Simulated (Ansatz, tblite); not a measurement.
# Cu(PH3)Cl (ClCuH3P): charged states by level of theory

Aim: the energy of removing an electron for Cu(PH3)Cl (ClCuH3P), by energy differences, and how well orbital energies stand in for it.

Method: as each input shows; program: Ansatz 0.2.0, Gaussian basis.

Levels to be run: charge +1 doublet, at the geometry of the singlet (PBE0-D4/def2-TZVP, PBE-D4/def2-TZVP, r2SCAN-D4/def2-TZVP, CCSD(T)/def2-TZVPP); charge +1 doublet, relaxed (PBE0-D4/def2-TZVP, PBE-D4/def2-TZVP); the starting singlet's energies come from earlier runs.

## (1) The relaxed structure

The singlet was relaxed beforehand with PBE-D4/def2-TZVP.

6 atoms, charge 0, spin multiplicity 1.

Atoms are counted from 1 here; the program's logs count them from 0.

Bond lengths: Cu1–P2 2.141 Å, Cu1–Cl6 2.088 Å, P2–H3 1.421 Å, P2–H4 1.421 Å, P2–H5 1.421 Å. Angles: P2–Cu1–Cl6 179.9°, Cu1–P2–H3 119.5°, Cu1–P2–H4 119.6°, Cu1–P2–H5 119.5°, H3–P2–H4 97.8°, H3–P2–H5 97.8°, H4–P2–H5 97.8°.

As a file:

```
Cu   -0.0028    0.0014   -1.4296
P     0.0013    0.0004    0.7112
H    -1.2126   -0.2289    1.4143
H     0.4125    1.1663    1.4127
H     0.8082   -0.9388    1.4094
Cl   -0.0066   -0.0004   -3.5181
```

Formally the metal is d10. No spin-orbit coupling is included.

## (2) Charge +1 doublet at the fixed geometry, first pass, PBE0-D4/def2-SVP

The input, in.yaml:

```yaml
crystal:
  periodic: [false, false, false]
  atoms:
    - {symbol: Cu, position_ang: [-0.002837, 0.001410, -1.429586]}
    - {symbol: P, position_ang: [0.001295, 0.000395, 0.711179]}
    - {symbol: H, position_ang: [-1.212617, -0.228916, 1.414350]}
    - {symbol: H, position_ang: [0.412543, 1.166292, 1.412743]}
    - {symbol: H, position_ang: [0.808188, -0.938786, 1.409379]}
    - {symbol: Cl, position_ang: [-0.006563, -0.000414, -3.518076]}
basis:
  gaussian: {orbitals: def2-SVP}
total_charge: 1
magnetization: {spin_polarized: true, initial_magnetization: 1}
hamiltonian: {xc: pbe0, dispersion: d4}
output: {orbitals: {seedname: orbitals}}
```

Command:

```
$ ansatz run in.yaml --threads 4 --pin off --events-out ev --progress --plain --max-ram 3916MiB
```

The log of the run:

```text
Functional definition: PBE0
  name "PBE0"
  cite "Adamo & Barone, J. Chem. Phys. 110, 6158 (1999) doi:10.1063/1.478522"
  cite "Perdew, Burke & Ernzerhof, Phys. Rev. Lett. 77, 3865 (1996) doi:10.1103/PhysRevLett.77.3865"
  parent pbe
  parameter a = 0.25
  parameter kappa = 0.804
  parameter beta = 0.06672455060314922
  exchange = (1 - a)*pbe_x(kappa = kappa, mu = beta*pi^2/3) + a*exact_x
  correlation = pbe_c(beta = beta)
823 factors; integrals over basis functions are off by at most 1.1e-3 eV
mean field evaluation 1: about -66453.5358 eV, gradient 6.1e1 eV
mean field evaluation 2: about -65596.0141 eV, gradient 3.0e2 eV
mean field evaluation 4: about -66465.8008 eV, gradient 7.1e0 eV
mean field evaluation 8: about -66466.1241 eV, gradient 8.6e-1 eV
mean field evaluation 16: about -66466.2434 eV, gradient 8.7e-4 eV
mean field evaluation 32: about -66466.2434 eV, gradient 5.3e-5 eV
mean field evaluation 64: about -66466.1650 eV, gradient 6.2e-1 eV
mean field -66466.24344484 eV, -2442.5893941599 hartree, gradient 4.2e-6 eV, S^2 0.753875; 6 other end points of the search recorded, 0 dependent functions left out
reference -66466.24349350 eV, -2442.5893959481 hartree; 32, 31 occupied and 50, 51 virtual orbitals, 823 factors
Total energy: -66466.33776875 eV, -2442.5928604998 hartree
```

It took 13 s on 4 threads of Arm Neoverse V2, shared host.

From the report: HOMO -14.32 eV, LUMO -11.57 eV (over both spins); ⟨S²⟩ 0.754 (pure: 0.75).

## (3) Charge +1 doublet at the fixed geometry, PBE0-D4/def2-TZVP

start.molden holds the orbitals of an earlier run on this state, given as this run's starting guess.

in.yaml: that of step 2 with these lines changed.

```diff
@@ -10,3 +10,3 @@
 basis:
-  gaussian: {orbitals: def2-SVP}
+  gaussian: {orbitals: def2-TZVP, initial_orbitals: start.molden}
 total_charge: 1
@@ -14,2 +14,3 @@
 hamiltonian: {xc: pbe0, dispersion: d4}
+scf: {omitted_lower_state_checks: [starts]}
 output: {orbitals: {seedname: orbitals}}
```

Launched as before.

The log of the run (excerpt; [...] marks lines left out):

```text
Functional definition: PBE0
  name "PBE0"
  cite "Adamo & Barone, J. Chem. Phys. 110, 6158 (1999) doi:10.1063/1.478522"
  cite "Perdew, Burke & Ernzerhof, Phys. Rev. Lett. 77, 3865 (1996) doi:10.1103/PhysRevLett.77.3865"
  parent pbe
[...]
1050 factors; integrals over basis functions are off by at most 8.7e-4 eV
[...]
mean field -66480.34553756 eV, -2443.1076365085 hartree, gradient 2.8e-6 eV, S^2 0.756229; 0 other end points of the search recorded, 0 dependent functions left out
reference -66480.34556996 eV, -2443.1076376993 hartree; 32, 31 occupied and 105, 106 virtual orbitals, 1050 factors
Total energy: -66480.43984521 eV, -2443.1111022509 hartree
Checks for a lower state left out: starts
```

Wall time 7.5 s (4 threads of Arm Neoverse V2, shared host).

HOMO -14.37 eV, LUMO -11.55 eV (over both spins); ⟨S²⟩ 0.756 (pure: 0.75).

## (4) Charge +1 doublet at the fixed geometry, PBE-D4/def2-TZVP

in.yaml: that of step 3 with these lines changed.

```diff
@@ -13,3 +13,3 @@
 magnetization: {spin_polarized: true, initial_magnetization: 1}
-hamiltonian: {xc: pbe0, dispersion: d4}
+hamiltonian: {xc: pbe, dispersion: d4}
 scf: {omitted_lower_state_checks: [starts]}
```

Same command.

The log of the run:

```text
Functional definition: PBE
  name "PBE"
  cite "Perdew, Burke & Ernzerhof, Phys. Rev. Lett. 77, 3865 (1996) doi:10.1103/PhysRevLett.77.3865"
  parent pbe
  parameter kappa = 0.804
  parameter beta = 0.06672455060314922
  exchange = pbe_x(kappa = kappa, mu = beta*pi^2/3)
  correlation = pbe_c(beta = beta)
these checks for a lower state are left out or cut short: starts
1111 factors; their error is unknown
mean field evaluation 1: about -66478.6710 eV, gradient 9.1e0 eV
mean field evaluation 2: about -66478.8190 eV, gradient 2.4e-1 eV
mean field evaluation 4: about -66478.7843 eV, gradient 3.2e-3 eV
mean field evaluation 8: about -66478.7842 eV, gradient 7.8e-3 eV
mean field evaluation 16: about -66478.7843 eV, gradient 2.0e-3 eV
mean field evaluation 32: about -66478.7843 eV, gradient 1.1e-4 eV
mean field -66478.78425438 eV, -2443.0502604102 hartree, gradient 9.5e-7 eV, S^2 0.752262; 0 other end points of the search recorded, 0 dependent functions left out
reference -66478.78429806 eV, -2443.0502620154 hartree; 32, 31 occupied and 105, 106 virtual orbitals, 1111 factors
Total energy: -66478.89474590 eV, -2443.0543208984 hartree
Checks for a lower state left out: starts
```

Wall time 17 s (4 threads of Arm Neoverse V2, shared host).

HOMO -12.77 eV, LUMO -12.68 eV (over both spins); ⟨S²⟩ 0.752 (pure: 0.75).

## (5) Charge +1 doublet at the fixed geometry, r2SCAN-D4/def2-TZVP

in.yaml: that of step 4 with these lines changed.

```diff
@@ -13,3 +13,3 @@
 magnetization: {spin_polarized: true, initial_magnetization: 1}
-hamiltonian: {xc: pbe, dispersion: d4}
+hamiltonian: {xc: r2scan, dispersion: d4}
 scf: {omitted_lower_state_checks: [starts]}
```

The command is unchanged.

The log of the run (excerpt; [...] marks lines left out):

```text
Functional definition: r2SCAN
  name "r2SCAN"
  cite "Furness, Kaplan, Ning, Perdew & Sun, J. Phys. Chem. Lett. 11, 8208 (2020) doi:10.1021/acs.jpclett.0c02405"
  cite "Furness, Kaplan, Ning, Perdew & Sun, J. Phys. Chem. Lett. 11, 9248 (2020) doi:10.1021/acs.jpclett.0c03077"
  parent r2scan
[...]
1111 factors; their error is unknown
[...]
mean field -66493.03533106 eV, -2443.5739778184 hartree, gradient 7.6e-6 eV, S^2 0.754799; 0 other end points of the search recorded, 0 dependent functions left out
reference -66493.03534682 eV, -2443.5739783975 hartree; 32, 31 occupied and 105, 106 virtual orbitals, 1111 factors
Total energy: -66493.06034968 eV, -2443.5748972357 hartree
Checks for a lower state left out: starts
```

Wall time 33 s (4 threads of Arm Neoverse V2, shared host).

Report: HOMO -13.02 eV, LUMO -12.49 eV (over both spins); ⟨S²⟩ 0.755 (pure: 0.75).

## (6) Charge +1 doublet at the fixed geometry, CCSD(T)/def2-TZVPP

in.yaml: that of step 5 with these lines changed.

```diff
@@ -10,7 +10,7 @@
 basis:
-  gaussian: {orbitals: def2-TZVP, initial_orbitals: start.molden}
+  gaussian: {orbitals: def2-TZVPP, initial_orbitals: start.molden}
 total_charge: 1
 magnetization: {spin_polarized: true, initial_magnetization: 1}
-hamiltonian: {xc: r2scan, dispersion: d4}
-scf: {omitted_lower_state_checks: [starts]}
+correlation: {method: ccsd_t, frozen_orbitals: {Cl: 5, Cu: 9, H: 0, P: 5}}
+scf: {omitted_lower_state_checks: [starts, cluster_reference]}
 output: {orbitals: {seedname: orbitals}}
```

The command is unchanged.

The log of the run (excerpt; [...] marks lines left out):

```text
Functional definition: HF
  name "HF"
  cite "Fock, Z. Phys. 61, 126 (1930) doi:10.1007/BF01340294"
  parent pbe
[...]
1167 factors; integrals over basis functions are off by at most 1.2e-3 eV
[...]
mean field -66414.73897631 eV, -2440.6966398525 hartree, gradient 1.5e-10 eV, S^2 0.761124; 0 other end points of the search recorded, 0 dependent functions left out
19 core orbitals not correlated: weight in the atoms' cores, before any rotation towards them, 1.000 or more for the frozen orbitals, at most 0.000 for the correlated occupied ones
reference -66414.73897631 eV, -2440.6966398525 hartree; 13, 12 occupied and 158, 159 virtual orbitals, 1167 factors
second order -23.08876811 eV of doubles, -0.00000000 eV of singles
cycle   1  -20.89369733 eV  change     2.2e0 eV  update   2.2e-1
[...]
cycle  15  -22.38429822 eV  change    1.0e-5 eV  update   2.1e-5
perturbative correction -0.99573530 eV, -0.0365925972 hartree
Total energy: -66438.11900983 eV, -2441.5558402367 hartree
Checks for a lower state left out: starts, cluster_reference
```

It took 5.5 min on 4 threads of Arm Neoverse V2, shared host; peak memory 2.3 GiB.

From the report: Hartree-Fock HOMO -16.80 eV, LUMO -6.87 eV (over both spins); ⟨S²⟩ 0.761 (pure: 0.75); T1 0.042.

## (7) Vertical ionisation energy

Charged state less starting state, singlet to doublet; the starting state's energies are those of its earlier runs.

| method | vertical ionisation energy (eV) | from CCSD(T)/def2-TZVPP (eV) | time |
| --- | --- | --- | --- |
| HF/def2-TZVPP | 8.35 | -1.10 |  |
| PBE-D4/def2-TZVP | 9.23 | -0.22 | 17 s |
| r2SCAN-D4/def2-TZVP | 9.27 | -0.18 | 35 s |
| PBE0-D4/def2-TZVP | 9.34 | -0.11 | 8.7 s |
| MP2/def2-TZVPP | 9.74 | +0.29 |  |
| CCSD/def2-TZVPP | 9.36 | -0.09 |  |
| CCSD(T)/def2-TZVPP | 9.45 | 0 | 5.9 min |

Times add the two runs; a level without a time comes out of a correlated run.

Beside −ε(HOMO) of the starting state:

| level | −ε(HOMO) (eV) | by difference (eV) | mismatch (eV) |
| --- | --- | --- | --- |
| PBE-D4/def2-TZVP | 5.82 | 9.23 | -3.40 |
| r2SCAN-D4/def2-TZVP | 6.05 | 9.27 | -3.21 |
| PBE0-D4/def2-TZVP | 7.10 | 9.34 | -2.24 |

## (8) Relaxing the charge +1 doublet

in.yaml: that of step 6 with these lines changed.

```diff
@@ -10,7 +10,8 @@
 basis:
-  gaussian: {orbitals: def2-TZVPP, initial_orbitals: start.molden}
+  gaussian: {orbitals: def2-TZVP}
 total_charge: 1
 magnetization: {spin_polarized: true, initial_magnetization: 1}
-correlation: {method: ccsd_t, frozen_orbitals: {Cl: 5, Cu: 9, H: 0, P: 5}}
-scf: {omitted_lower_state_checks: [starts, cluster_reference]}
+hamiltonian: {xc: pbe, dispersion: d4}
+scf: {lower_state_search: "off"}
 output: {orbitals: {seedname: orbitals}}
+relax: {f_tol: 0.02, max_steps: 100}
```

The command is unchanged.

The log of the run (excerpt; [...] marks lines left out):

```text
Functional definition: PBE
  name "PBE"
  cite "Perdew, Burke & Ernzerhof, Phys. Rev. Lett. 77, 3865 (1996) doi:10.1103/PhysRevLett.77.3865"
  parent pbe
[...]
1111 factors; their error is unknown
[...]
mean field -66478.78425438 eV, -2443.0502604102 hartree, gradient 1.5e-6 eV, S^2 0.752262; 0 other end points of the search recorded, 0 dependent functions left out
[...]
reference -66478.78429807 eV, -2443.0502620155 hartree; 32, 31 occupied and 105, 106 virtual orbitals, 1111 factors
relax step   1: F+E_penalty+E_count = -66478.89470222 eV  Δ(F+E_penalty+E_count) = +0.000e0 eV  max|allowed force component| = 2.054e0 eV/Å  Δτ_max = 0.0000 Å  (161 SCF iters, accepted)
[...]
relax step   3: F+E_penalty+E_count = -66479.00826673 eV  Δ(F+E_penalty+E_count) = -1.703e-2 eV  max|allowed force component| = 3.072e-1 eV/Å  Δτ_max = 0.0688 Å  (48 SCF iters, accepted)
[...]
relax step   9: F+E_penalty+E_count = -66479.08250196 eV  Δ(F+E_penalty+E_count) = -1.163e-3 eV  max|allowed force component| = 1.775e-2 eV/Å  Δτ_max = 0.0349 Å  (26 SCF iters, accepted)
Total energy: -66479.08254617 eV, -2443.0612224310 hartree
Atom 0 at     0.280229    -0.319804    -1.453282 Å, force    -0.002430     0.002447    -0.017751 eV/Å
Atom 1 at     0.036678    -0.039817     0.767702 Å, force     0.008448    -0.007189     0.005113 eV/Å
Atom 2 at    -1.282015    -0.209718     1.250080 Å, force    -0.010883     0.001307    -0.001410 eV/Å
Atom 3 at     0.401218     1.237799     1.253074 Å, force    -0.000340     0.009596    -0.002044 eV/Å
Atom 4 at     0.792758    -0.920641     1.579523 Å, force     0.004999    -0.006122     0.010442 eV/Å
Atom 5 at    -0.228858     0.252162    -3.397108 Å, force     0.000205    -0.000040     0.005649 eV/Å
Dipole moment:     0.088848    -0.098467     1.074110 e Å
Checks for a lower state left out: stability, starts, cluster_reference, orbital_swaps, neighbouring_geometries, increment
```

Run time: 26 s. Hardware: 4 threads of Arm Neoverse V2, shared host.

The steps of the relaxation:

| step | energy from step 1 (eV) | largest force component (eV/Å) |
| --- | --- | --- |
| 1 | 0.0000 | 2.0536 |
| 2 | -0.0965 | 0.7743 |
| 3 | -0.1136 | 0.3072 |
| 4 | -0.1322 | 0.1477 |
| 5 | -0.1463 | 0.5686 |
| 6 | -0.1674 | 0.3065 |
| 7 | -0.1808 | 0.0846 |
| 8 | -0.1866 | 0.0562 |
| 9 | -0.1878 | 0.0178 |

Distances of close pairs at the start and the end, largest changes first:

| bond | before (Å) | after (Å) | change (Å) |
| --- | --- | --- | --- |
| Cu1–P2 | 2.141 | 2.252 | +0.111 |
| P2–H3 | 1.421 | 1.414 | -0.007 |
| P2–H4 | 1.421 | 1.414 | -0.007 |
| P2–H5 | 1.421 | 1.417 | -0.005 |
| Cu1–Cl6 | 2.088 | 2.089 | +0.001 |

## (9) Charge +1 doublet, PBE0-D4/def2-TZVP

The input, in.yaml:

```yaml
crystal:
  periodic: [false, false, false]
  atoms:
    - {symbol: Cu, position_ang: [0.280229, -0.319804, -1.453282]}
    - {symbol: P, position_ang: [0.036678, -0.039817, 0.767702]}
    - {symbol: H, position_ang: [-1.282015, -0.209718, 1.250080]}
    - {symbol: H, position_ang: [0.401218, 1.237799, 1.253074]}
    - {symbol: H, position_ang: [0.792758, -0.920641, 1.579523]}
    - {symbol: Cl, position_ang: [-0.228858, 0.252162, -3.397108]}
basis:
  gaussian: {orbitals: def2-TZVP, initial_orbitals: start.molden}
total_charge: 1
magnetization: {spin_polarized: true, initial_magnetization: 1}
hamiltonian: {xc: pbe0, dispersion: d4}
scf: {omitted_lower_state_checks: [starts]}
output: {orbitals: {seedname: orbitals}}
```

Same command.

The log of the run:

```text
Functional definition: PBE0
  name "PBE0"
  cite "Adamo & Barone, J. Chem. Phys. 110, 6158 (1999) doi:10.1063/1.478522"
  cite "Perdew, Burke & Ernzerhof, Phys. Rev. Lett. 77, 3865 (1996) doi:10.1103/PhysRevLett.77.3865"
  parent pbe
  parameter a = 0.25
  parameter kappa = 0.804
  parameter beta = 0.06672455060314922
  exchange = (1 - a)*pbe_x(kappa = kappa, mu = beta*pi^2/3) + a*exact_x
  correlation = pbe_c(beta = beta)
these checks for a lower state are left out or cut short: starts
1224 factors; their error is unknown
mean field evaluation 1: about -66480.3041 eV, gradient 9.2e0 eV
mean field evaluation 2: about -66480.4650 eV, gradient 3.1e-1 eV
mean field evaluation 4: about -66480.5500 eV, gradient 7.6e-2 eV
mean field evaluation 8: about -66480.5501 eV, gradient 1.8e-5 eV
mean field -66480.55005535 eV, -2443.1151523987 hartree, gradient 6.4e-6 eV, S^2 0.756923; 0 other end points of the search recorded, 0 dependent functions left out
reference -66480.55008854 eV, -2443.1151536186 hartree; 32, 31 occupied and 105, 106 virtual orbitals, 1224 factors
Total energy: -66480.64491192 eV, -2443.1186383133 hartree
Checks for a lower state left out: starts
```

Run time: 5.5 s. Hardware: 4 threads of Arm Neoverse V2, shared host; peak memory 0.71 GiB.

HOMO -13.95 eV, LUMO -11.06 eV (over both spins); ⟨S²⟩ 0.757 (pure: 0.75).

## (10) Charge +1 doublet, PBE-D4/def2-TZVP

in.yaml: that of step 9 with these lines changed.

```diff
@@ -13,3 +13,3 @@
 magnetization: {spin_polarized: true, initial_magnetization: 1}
-hamiltonian: {xc: pbe0, dispersion: d4}
+hamiltonian: {xc: pbe, dispersion: d4}
 scf: {omitted_lower_state_checks: [starts]}
```

The command is unchanged.

The log of the run:

```text
Functional definition: PBE
  name "PBE"
  cite "Perdew, Burke & Ernzerhof, Phys. Rev. Lett. 77, 3865 (1996) doi:10.1103/PhysRevLett.77.3865"
  parent pbe
  parameter kappa = 0.804
  parameter beta = 0.06672455060314922
  exchange = pbe_x(kappa = kappa, mu = beta*pi^2/3)
  correlation = pbe_c(beta = beta)
these checks for a lower state are left out or cut short: starts
1111 factors; their error is unknown
mean field evaluation 1: about -66478.8479 eV, gradient 9.0e0 eV
mean field evaluation 2: about -66479.0039 eV, gradient 2.7e-1 eV
mean field evaluation 4: about -66478.9716 eV, gradient 5.6e-2 eV
mean field evaluation 8: about -66478.9716 eV, gradient 2.0e-5 eV
mean field evaluation 16: about -66478.9716 eV, gradient 1.4e-6 eV
mean field -66478.97156660 eV, -2443.0571440074 hartree, gradient 1.4e-6 eV, S^2 0.752156; 0 other end points of the search recorded, 0 dependent functions left out
reference -66478.97161083 eV, -2443.0571456327 hartree; 32, 31 occupied and 105, 106 virtual orbitals, 1111 factors
Total energy: -66479.08254851 eV, -2443.0612225170 hartree
Checks for a lower state left out: starts
```

Run time: 1.9 s. Hardware: 4 threads of Arm Neoverse V2, shared host.

Report: HOMO -12.38 eV, LUMO -12.13 eV (over both spins); ⟨S²⟩ 0.752 (pure: 0.75).

## (11) Fields of the charge +1 doublet

Orbitals, density, ELF and potential are computed afterwards from the orbital file.

Frontier orbitals at PBE0-D4/def2-TZVP (alpha spin), with the share of their density that lies nearest to each atom:

| orbital | energy (eV) | lies on |
| --- | --- | --- |
| HOMO | -14.22 | Cl6 85 %; Cu1 15 % |
| LUMO | -6.29 | Cu1 58 %; P2 14 %; Cl6 8 % |

ELF in a plane through or near 4 of the atoms.

Values, 10 rows by 14 columns:
```
0.00 0.00 0.00 0.00 0.00 0.00 0.00 0.00 0.00 0.00 0.00 0.00 0.00 0.00
0.00 0.00 0.00 0.00 0.00 0.00 0.00 0.00 0.00 0.00 0.00 0.00 0.00 0.00
0.00 0.00 0.05 0.10 0.02 0.00 0.00 0.01 0.02 0.01 0.00 0.00 0.00 0.00
0.00 0.05 0.54 0.66 0.28 0.08 0.09 0.14 0.27 0.10 0.01 0.00 0.00 0.00
0.00 0.23 0.87 0.40 0.67 0.14 0.39 0.46 0.37 0.30 0.02 0.00 0.00 0.00
0.00 0.21 0.82 0.30 0.37 0.59 0.20 0.27 0.50 0.63 0.10 0.00 0.00 0.00
0.00 0.05 0.45 0.67 0.16 0.64 0.16 0.78 0.97 1.00 0.76 0.00 0.00 0.00
0.00 0.00 0.02 0.08 0.09 0.06 0.07 0.12 0.91 1.00 0.53 0.00 0.00 0.00
0.00 0.00 0.00 0.00 0.00 0.01 0.01 0.01 0.14 0.34 0.00 0.00 0.00 0.00
0.00 0.00 0.00 0.00 0.00 0.00 0.00 0.00 0.00 0.00 0.00 0.00 0.00 0.00
```
The map spans 12.0 Å across and 7.5 Å up, centred on the molecule. Atoms in the plane (x, y in Å): Cu1 (-1.4, -0.5), P2 (0.8, 0.0), H5 (1.6, -1.1), Cl6 (-3.4, 0.2).

On the surface of density 0.002 e/bohr³ the electrostatic potential runs, from the 1st to the 99th percentile, from 3.44 V near Cl6 to 7.24 V near Cu1.

The spin density lies nearest to Cl6 53 %; Cu1 42 %.

## (12) Adiabatic ionisation energy

Charged state less starting state, singlet to doublet; the starting state's energies are those of its earlier runs.

| level | adiabatic ionisation energy (eV) | time |
| --- | --- | --- |
| PBE-D4/def2-TZVP | +9.04 | 2.8 s |
| PBE0-D4/def2-TZVP | +9.13 | 6.7 s |

Times add the two runs; a level without a time comes out of a correlated run.

## (13) Summary of results

```
                                             quantity                               value
 vertical ionisation energy, functionals in def2-TZVP  9.23 (PBE-D4) to 9.34 eV (PBE0-D4)
       vertical ionisation energy, CCSD(T)/def2-TZVPP                             9.45 eV
adiabatic ionisation energy, functionals in def2-TZVP  9.04 (PBE-D4) to 9.13 eV (PBE0-D4)
      relaxation of the cation side, PBE-D4/def2-TZVP                             0.19 eV
```

The vertical ionisation energy spans 9.23 to 9.34 eV over the functionals, beside 9.45 eV from CCSD(T)/def2-TZVPP. −ε(HOMO) misses the level's own difference by -2.24 eV at best (PBE0-D4) and -3.40 eV at worst (PBE-D4). CCSD(T)/def2-TZVPP isn't at the basis-set limit; small misses against it rank nothing. The adiabatic ionisation energy spans 9.04 to 9.13 eV over the functionals. Relaxing the oxidised state gains 0.19 eV at PBE-D4/def2-TZVP. The charged states' spins were chosen beforehand and needn't be their lowest.
